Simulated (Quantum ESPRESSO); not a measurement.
Input of a Quantum ESPRESSO 7.5 run:

pw.in

```
&CONTROL
  calculation = 'scf'
  prefix = 'pwscf'
  outdir = './tmp'
  pseudo_dir = './pseudo'
  tprnfor = .true.
  tstress = .true.
  disk_io = 'low'
/
&SYSTEM
  ibrav = 0
  nat = 5
  ntyp = 2
  ecutwfc = 70
  nbnd = 32
  occupations = 'smearing'
  smearing = 'gaussian'
  degauss = 0.00734986
  vdw_corr = 'grimme-d2'
/
&ELECTRONS
  conv_thr = 1d-09
  electron_maxstep = 120
  mixing_beta = 0.5
/
ATOMIC_SPECIES
Zr    91.2240 Zr.upf
P     30.9738 P.upf
CELL_PARAMETERS angstrom
   1.8068990000    1.0432136200    8.1379292600
  -1.8068990000    1.0432136200    8.1379292600
   0.0000000000   -2.0864272500    8.1379292600
ATOMIC_POSITIONS angstrom
Zr     0.0000000000   -0.0000000039    9.4969634464
Zr     0.0000000000   -0.0000000080   19.5310302240
Zr     0.0000000000    0.0000000000    0.0000000000
P      0.0000000000   -0.0000000019    4.5897925909
P      0.0000000000   -0.0000000060   14.5994448483
K_POINTS automatic
9 9 9 0 0 0
```

File bands.in:

```
&CONTROL
  calculation = 'bands'
  prefix = 'pwscf'
  outdir = './tmp'
  pseudo_dir = './pseudo'
  disk_io = 'low'
  verbosity = 'high'
/
&SYSTEM
  ibrav = 0
  nat = 5
  ntyp = 2
  ecutwfc = 70
  nbnd = 32
  occupations = 'smearing'
  smearing = 'gaussian'
  degauss = 0.00734986
  vdw_corr = 'grimme-d2'
/
&ELECTRONS
  conv_thr = 1d-08
  electron_maxstep = 120
  mixing_beta = 0.5
  diago_full_acc = .true.
/
ATOMIC_SPECIES
Zr    91.2240 Zr.upf
P     30.9738 P.upf
CELL_PARAMETERS angstrom
   1.8068990000    1.0432136200    8.1379292600
  -1.8068990000    1.0432136200    8.1379292600
   0.0000000000   -2.0864272500    8.1379292600
ATOMIC_POSITIONS angstrom
Zr     0.0000000000   -0.0000000039    9.4969634464
Zr     0.0000000000   -0.0000000080   19.5310302240
Zr     0.0000000000    0.0000000000    0.0000000000
P      0.0000000000   -0.0000000019    4.5897925909
P      0.0000000000   -0.0000000060   14.5994448483
K_POINTS crystal
60
 0.0000000000  0.0000000000  0.0000000000 1
 0.0555555556  0.0000000000  0.0000000000 1
 0.1111111111  0.0000000000  0.0000000000 1
 0.1666666667  0.0000000000  0.0000000000 1
 0.2222222222  0.0000000000  0.0000000000 1
 0.2777777778  0.0000000000  0.0000000000 1
 0.3333333333  0.0000000000  0.0000000000 1
 0.3888888889  0.0000000000  0.0000000000 1
 0.4444444444  0.0000000000  0.0000000000 1
 0.5000000000  0.0000000000  0.0000000000 1
 0.5000000000  0.0355244092 -0.0355244092 1
 0.5000000000  0.0710488184 -0.0710488184 1
 0.5000000000  0.1065732276 -0.1065732276 1
 0.5000000000  0.1420976368 -0.1420976368 1
 0.5000000000  0.1776220460 -0.1776220460 1
 0.8223779540  0.5000000000  0.1776220460 1
 0.7901401586  0.5000000000  0.2098598414 1
 0.7579023632  0.5000000000  0.2420976368 1
 0.7256645678  0.5000000000  0.2743354322 1
 0.6934267724  0.5000000000  0.3065732276 1
 0.6611889770  0.5000000000  0.3388110230 1
 0.6289511816  0.5000000000  0.3710488184 1
 0.5967133862  0.5000000000  0.4032866138 1
 0.5644755908  0.5000000000  0.4355244092 1
 0.5322377954  0.5000000000  0.4677622046 1
 0.5000000000  0.5000000000  0.5000000000 1
 0.3333333333  0.3333333333  0.3333333333 1
 0.1666666667  0.1666666667  0.1666666667 1
 0.0000000000  0.0000000000  0.0000000000 1
 0.0308010021  0.0000000000 -0.0308010021 1
 0.0616020042  0.0000000000 -0.0616020042 1
 0.0924030063  0.0000000000 -0.0924030063 1
 0.1232040084  0.0000000000 -0.1232040084 1
 0.1540050105  0.0000000000 -0.1540050105 1
 0.1848060125  0.0000000000 -0.1848060125 1
 0.2156070146  0.0000000000 -0.2156070146 1
 0.2464080167  0.0000000000 -0.2464080167 1
 0.2772090188  0.0000000000 -0.2772090188 1
 0.3080100209  0.0000000000 -0.3080100209 1
 0.3388110230  0.0000000000 -0.3388110230 1
 0.6611889770  0.3388110230  0.0000000000 1
 0.6289511816  0.3710488184  0.0000000000 1
 0.5967133862  0.4032866138  0.0000000000 1
 0.5644755908  0.4355244092  0.0000000000 1
 0.5322377954  0.4677622046  0.0000000000 1
 0.5000000000  0.5000000000  0.0000000000 1
 0.6611889770  0.6611889770  0.1776220460 1
 0.6450700793  0.6450700793  0.2098598414 1
 0.6289511816  0.6289511816  0.2420976368 1
 0.6128322839  0.6128322839  0.2743354322 1
 0.5967133862  0.5967133862  0.3065732276 1
 0.5805944885  0.5805944885  0.3388110230 1
 0.5644755908  0.5644755908  0.3710488184 1
 0.5483566931  0.5483566931  0.4032866138 1
 0.5322377954  0.5322377954  0.4355244092 1
 0.5161188977  0.5161188977  0.4677622046 1
 0.5000000000  0.5000000000  0.5000000000 1
 0.5000000000  0.0000000000  0.0000000000 1
 0.6611889770  0.1694055115  0.1694055115 1
 0.8223779540  0.3388110230  0.3388110230 1
```

Potentials or basis: PseudoDojo 0.4.1 SR LDA standard.

The run is started by

```sh
$ OMP_NUM_THREADS=1 pw.x -in pw.in > pw.out
$ OMP_NUM_THREADS=1 pw.x -in bands.in > bands.out
```

Question: Estimate the largest force.

Answer: 4.868 eV/Å.

Question: Predict the band gap on the k mesh.

Answer: None (metal or under the smearing width).

Question: Estimate the pressure.

Answer: 5.3 GPa.

Stress tensor (GPa, compression positive):
```
 2.63  0.00  0.00
 0.00  2.63  0.00
 0.00  0.00 10.49
```

Caveat: D2 keeps the scale fitted for PBE; pairwise dispersion overbinds metals, which lowers pressure and volume; forces of over 1 eV/Å show positions far from the minimum, so gaps and moduli don't describe the material at rest.
